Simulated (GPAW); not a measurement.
## MoSe: band structure with LDA

Crystal: MoSe.

```
CELL_PARAMETERS angstrom
3.50023 0.00000 0.00000
0.00000 3.50023 0.00000
0.00000 0.00000 3.50023
ATOMIC_POSITIONS crystal
Mo 0.00000 0.00000 0.00000
Se 0.50000 0.50000 0.50000
```

The cell was built by a generator and needn't be a form met in nature.

```json
{"Program": "GPAW 26.7.0", "Task": "band structure", "Functional": "LDA", "Potentials or basis": "the program's PAW data sets (release 1.2.1) made for this functional", "Cutoff": "600 eV", "Basis": "pw", "k mesh": "8 × 8 × 8", "Occupations": "fermi-dirac, width 0.05 eV", "Spin": "no spin polarisation", "Maxiter": "150", "Band path": "GXMGRX,MR", "Band points": "80"}
```

```
Pressure                : -32.0 GPa
Band gap along the path : none (metal or under the smearing width)
```

Levels at the corners of the path, in eV from the Fermi level:
```csv
point,band 7,band 8,band 9,band 10,band 11,band 12,band 13,band 14
Γ,-2.08,-1.60,-1.60,-1.60,0.39,0.39,0.39,0.65
X,-2.64,-2.64,-1.56,0.56,1.12,2.44,2.44,3.98
M,-4.66,-2.02,-0.55,-0.49,-0.49,-0.28,1.32,3.25
Γ,-2.08,-1.60,-1.60,-1.60,0.39,0.39,0.39,0.65
R,-5.26,-5.26,1.38,1.38,2.72,2.72,2.72,2.78
X,-2.64,-2.64,-1.56,0.56,1.12,2.44,2.44,3.98
M,-4.66,-2.02,-0.55,-0.49,-0.49,-0.28,1.32,3.25
R,-5.26,-5.26,1.38,1.38,2.72,2.72,2.72,2.78
```

Wall time 20 s on 1 thread of Intel(R) Xeon(R) 6975P-C (Granite Rapids), on a shared host, peak memory 0.26 GiB.

Caveat: a pressure of tens of GPa on the cell as given is suspect, and the run, the potentials or the cell itself is likely at fault.
